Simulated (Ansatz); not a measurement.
# C2H9AlGe: basis-set convergence

An exercise on one series of results from a longer session: the logs are not shown, and one member is left open.

Computed with Ansatz 0.2.0, Gaussian basis. Level: one geometry, several basis sets.

Levels to be run: PBE0-D4/def2-SVP; ωB97M-V/def2-SVP; PBE0-D4/def2-QZVPP; ωB97M-V/def2-QZVPP; the functionals' def2-TZVPP values are taken from earlier runs.

### The relaxed structure

The geometry comes from an earlier relaxation with PBE0-D4 in a triple-zeta def2 set; it is a stationary point, not always the lowest conformer.

13 atoms, charge 0, spin multiplicity 1.

Atoms are counted from 1 here; the program's logs count them from 0.

Bond lengths: Al1–C2 1.962 Å, Al1–H5 1.591 Å, Al1–H6 1.591 Å, C2–C3 1.531 Å, C2–H7 1.099 Å, C2–H8 1.099 Å, C3–Ge4 1.963 Å, C3–H9 1.094 Å, C3–H10 1.094 Å, Ge4–H11 1.541 Å, Ge4–H12 1.541 Å, Ge4–H13 1.542 Å. Angles: C2–Al1–H5 120.1°, C2–Al1–H6 120.2°, H5–Al1–H6 119.7°, Al1–C2–C3 116.0°, Al1–C2–H7 107.5°, Al1–C2–H8 107.4°, C3–C2–H7 110.7°, C3–C2–H8 110.6°, H7–C2–H8 103.8°, C2–C3–Ge4 113.0°, C2–C3–H9 111.2°, C2–C3–H10 111.2°, Ge4–C3–H9 107.7°, Ge4–C3–H10 107.7°, H9–C3–H10 105.7°, C3–Ge4–H11 109.5°, C3–Ge4–H12 109.5°, C3–Ge4–H13 112.2° and more.

Coordinates:

```xyz
13
C2H9AlGe
Al   -1.1717    2.1933   -0.6584
C    -0.6132    0.3172   -0.5207
C     0.5009    0.0198    0.4863
Ge    0.9897   -1.8808    0.5490
H    -2.3120    2.6130   -1.6855
H    -0.4865    3.3004    0.2562
H    -0.3253   -0.0165   -1.5278
H    -1.5096   -0.2773   -0.2932
H     1.4065    0.5882    0.2547
H     0.2119    0.3222    1.4971
H     1.4659   -2.3364   -0.8444
H    -0.2467   -2.7180    0.9318
H     2.1107   -2.1599    1.5698
```

The first run:

in.yaml reads:

```yaml
crystal:
  periodic: [false, false, false]
  atoms:
    - {symbol: Al, position_ang: [-1.171730, 2.193264, -0.658392]}
    - {symbol: C, position_ang: [-0.613168, 0.317153, -0.520725]}
    - {symbol: C, position_ang: [0.500931, 0.019811, 0.486271]}
    - {symbol: Ge, position_ang: [0.989661, -1.880798, 0.549021]}
    - {symbol: H, position_ang: [-2.311981, 2.613010, -1.685547]}
    - {symbol: H, position_ang: [-0.486505, 3.300403, 0.256167]}
    - {symbol: H, position_ang: [-0.325314, -0.016520, -1.527839]}
    - {symbol: H, position_ang: [-1.509636, -0.277269, -0.293195]}
    - {symbol: H, position_ang: [1.406488, 0.588241, 0.254742]}
    - {symbol: H, position_ang: [0.211878, 0.322213, 1.497093]}
    - {symbol: H, position_ang: [1.465870, -2.336382, -0.844410]}
    - {symbol: H, position_ang: [-0.246681, -2.718022, 0.931759]}
    - {symbol: H, position_ang: [2.110687, -2.159903, 1.569754]}
basis:
  gaussian: {orbitals: def2-SVP}
hamiltonian: {xc: pbe0, dispersion: d4}
output: {orbitals: {seedname: orbitals}}
```

Steps of the session up to this table: PBE0-D4 in def2-SVP; ωB97M-V in def2-SVP; PBE0-D4 in def2-QZVPP; ωB97M-V in def2-QZVPP.

One of the session's tables, all rows but one given; the rest of the session is left out.

It belongs to the step «Functionals by basis». 

| functional | basis | HOMO (eV) | LUMO (eV) |
| --- | --- | --- | --- |
| PBE0-D4 | def2-SVP | -7.18 | -1.40 |
| PBE0-D4 | def2-TZVPP | -7.18 | -1.43 |
| PBE0-D4 | def2-QZVPP | -7.18 | -1.46 |
| ωB97M-V | def2-SVP | -9.29 | 0.27 |
| ωB97M-V | def2-TZVPP | -9.31 | 0.14 |
| ωB97M-V | def2-QZVPP | ? | ? |

Q: Estimate the row for ωB97M-V, def2-QZVPP from the others.

As computed: HOMO (eV): -9.31; LUMO (eV): -0.05.
